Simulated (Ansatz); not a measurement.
Set up this calculation in Ansatz 0.2.0, as the native input.

```
Task                : relaxation of cell and atoms
Functional          : PBE
Potentials or basis : Ansatz PAW
Cutoff              : 420 eV (not typed: the program's choice for these potentials)
k mesh              : 8 × 8 × 2
Occupations         : fermi-dirac, width 0.05 eV
Spin                : collinear spin, ferromagnetic start
Starting moments    : [1.0, 1.0, 0.0, 0.6, 0.0] μB
```

Crystal: NiMoIrPdW.

```xyz
5
Lattice="2.3446 -1.4314 0.0091 2.3446 1.4314 0.0091 -2.2060 0.0000 10.9237" Properties=species:S:1:pos:R:3 pbc="T T T"
Ni    1.6857    0.0000    3.2343
Mo   -0.5221    0.0000    9.9690
Pd    0.0775    0.0000    5.3638
Ir    3.2778    0.0000    1.1936
W     1.6891    0.0000    7.5942
```

The cell was built by a generator and needn't be a form met in nature.

The input as run:

input.yaml

```yaml
crystal:
  lattice:
    - [2.3446, -1.43138, 0.00906]
    - [2.3446, 1.43138, 0.00906]
    - [-2.206, 0.0, 10.92374]
  atoms:
    - { symbol: Ni, position: [0.49838, 0.49838, 0.29525], spin: 1.0 }
    - { symbol: Mo, position: [0.31773, 0.31773, 0.91207], spin: 1.0 }
    - { symbol: Pd, position: [0.24733, 0.24733, 0.49061] }
    - { symbol: Ir, position: [0.74982, 0.74982, 0.10802], spin: 0.6 }
    - { symbol: W, position: [0.68673, 0.68673, 0.69406] }
hamiltonian:
  xc: pbe
  pseudopotentials: { kind: paw }
magnetization:
  spin_polarized: true
kpoints:
  mp_grid: { grid: [8, 8, 2] }
scf:
  occupations: { method: fermi_dirac, width: 0.05 }
output:
  forces: true
  stress: true
  eigenvalues: true
relax:
  f_tol: 0.01
  max_steps: 40
  cell: { stress_tol: 0.05 }
```

Potentials or basis: Ansatz PAW.

Launch:

```bash
$ ansatz run input.yaml --threads 8 --pin off --max-ram 20480MiB --backend cpu --events-out ev --progress --plain --runs-dir out
```

Results of the run:

```json
{
 "Relaxed volume": "14.66 Å³/atom",
 "Relaxed cell": "a = 2.748 Å, b = 2.748 Å, c = 11.161 Å, α = 99.30°, β = 99.30°, γ = 62.33°",
 "Space group after relaxing (to 0.05 Å)": "Cm (No. 8)",
 "Energy gained by relaxing": "0.7 meV/atom",
 "Ionic steps": "6",
 "Pressure after relaxing": "0.0 GPa",
 "Largest force after relaxing": "0.005 eV/Å",
 "Band gap on the k mesh": "none (metal or under the smearing width)",
 "Net moment": "0.00 μB per cell",
 "Absolute moment": "0.00 μB per cell"
}
```

Caveat: the plane-wave basis is chosen anew once the cell has moved, so the energies of steps on either side of that aren't comparable; the starting moments weren't kept.

Run time: 50 s on 8 threads of Arm Neoverse V2, with other jobs on the host, peak memory 0.71 GiB.
